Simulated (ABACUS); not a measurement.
HPbNO4:

```
Pb O N H
1.0
     4.12042    0.00000    0.00000
    -0.00263    6.42744    0.00000
    -0.00358   -3.15584    7.72297
Pb O N H
2 8 2 2
Direct
  0.39455 0.98412 0.29275
  0.89489 0.01599 0.70734
  0.90829 0.12765 0.45631
  0.53792 0.41427 0.80503
  0.53483 0.78119 0.89398
  0.83718 0.58441 0.67328
  0.40817 0.87244 0.54376
  0.03774 0.58556 0.19480
  0.03429 0.21866 0.10603
  0.33716 0.41569 0.32670
  0.63409 0.59280 0.79270
  0.13386 0.40713 0.20725
  0.90366 0.29328 0.51149
  0.40337 0.70681 0.48858
```

The cell was built by a generator and needn't be a form met in nature.

Base run:

```yaml
Program: ABACUS 3.10.1
Functional: BLYP
Potentials_or_basis: SG15 ONCV 1.2 PBE
Cutoff: 1361 eV
Density_cutoff: 5442 eV
Basis: DZP LCAO (the cutoffs set its grid)
k_mesh: 7 × 5 × 4
Occupations: fermi-dirac, width 0.05 eV
Spin: no spin polarisation
```

Its results: band gap on the k mesh 3.23 eV, indirect (least direct gap 3.33 eV); pressure 6.6 GPa; largest force 2.313 eV/Å.

**Question.** After a change of settings the same cell gave: band gap on the k mesh 3.68 eV, indirect (least direct gap 3.79 eV); pressure 0.5 GPa; largest force 1.391 eV/Å. Which change was it?
A. functional from BLYP to LDA
B. functional from BLYP to AM05
C. functional from BLYP to SCAN
D. functional from BLYP to PBEsol

**Answer.** C.

SCAN gives the wider gap, since meta-GGAs in the generalised Kohn-Sham scheme recover part of the derivative discontinuity.

Caveats: the atomic orbitals were generated for these runs and aren't a published set; the potentials were made for another functional, which shifts forces and pressure; spin-orbit coupling is left out, which as a rule narrows the gap of such compounds by several tenths of an eV; an odd mesh through Γ misses points on the zone boundary, where band edges often lie; the basis of atomic orbitals isn't converged, which shifts pressures, moduli and gaps.
